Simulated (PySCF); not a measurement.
**PbH: from the state search to spectroscopic constants**

An exercise on one series of results from a longer session: the logs are not shown, and one member is left open.

Method: H def2-TZVPP, Pb def2-TZVPP with ECP60, scalar-relativistic core potentials; program: PySCF 2.14.0.

The first run:

The job is set up so:

```json
{
  "atoms": "H, Pb",
  "charge": "0",
  "basis": "H def2-TZVPP, Pb def2-TZVPP with ECP60",
  "Hamiltonian": "scalar-relativistic core potentials",
  "basis functions": "64",
  "electrons treated": "23",
  "masses in u": "1.0078, 207.9766",
  "levels": "PBE0, PBE, r²SCAN, TPSSh, r²SCANh, M06-L, BP86, ωB97M-V, HF, MP2, SCS-MP2, CCSD, CCSD(T)",
  "grid": "80 radial by 434 angular points",
  "occupations": "held fixed by the projection of orbital angular momentum",
  "dissociation limit": "H + Pb, each in its ground configuration",
  "starting distance in angstrom": "1.715",
  "values of 2S to try": "1, 3"
}
```

Run with:

```sh
$ OMP_NUM_THREADS=1 python dia.py task.json out
```

Among the steps run: The job; PBE0 along the bond; Excited determinants; PBE (GGA); r²SCAN; TPSSh (hybrid meta-GGA); r²SCANh; M06-L; BP86 (GGA); ωB97M-V (range-separated hybrid); UHF; Correlated methods on the Hartree–Fock reference.

One table of the session follows, with a row left open; its other results are not shown here.

Energy (eV) from each level's lowest point:

```
R (Å)    UHF  UHF-MP2  UHF-SCS-MP2  UHF-CCSD  UHF-CCSD(T)
1.590  0.443    0.396        0.420       n/a          n/a
1.664  0.197    0.169        0.185     0.193        0.196
1.738  0.059    0.045        0.054     0.059        0.062
1.794      ?        ?            ?         ?            ?
1.849  0.000    0.000        0.000     0.000        0.000
1.905  0.020    0.025        0.020     0.017        0.016
1.978  0.083    0.094        0.084     0.076        0.072
2.071  0.206    0.225        0.208     0.191        0.183
2.182  0.396    0.429        0.410     0.371        0.358
2.330  0.669    0.797        0.799       n/a          n/a
```

Estimate the missing values for R (Å) = 1.794.

Worked estimate for «UHF». A straight line through the neighbours (1.738, 0.059) and (1.849, 0.000) gives 0.059 + (0.000 − 0.059) × (1.794 − 1.738) / (1.849 − 1.738) = 0.029; a parabola fitted to 4 rows on both sides gives 0.009.

As computed: UHF: 0.011; UHF-MP2: 0.004; UHF-SCS-MP2: 0.009; UHF-CCSD: 0.012; UHF-CCSD(T): 0.013. In «UHF» the line misses by +0.018 and the parabola by -0.002.
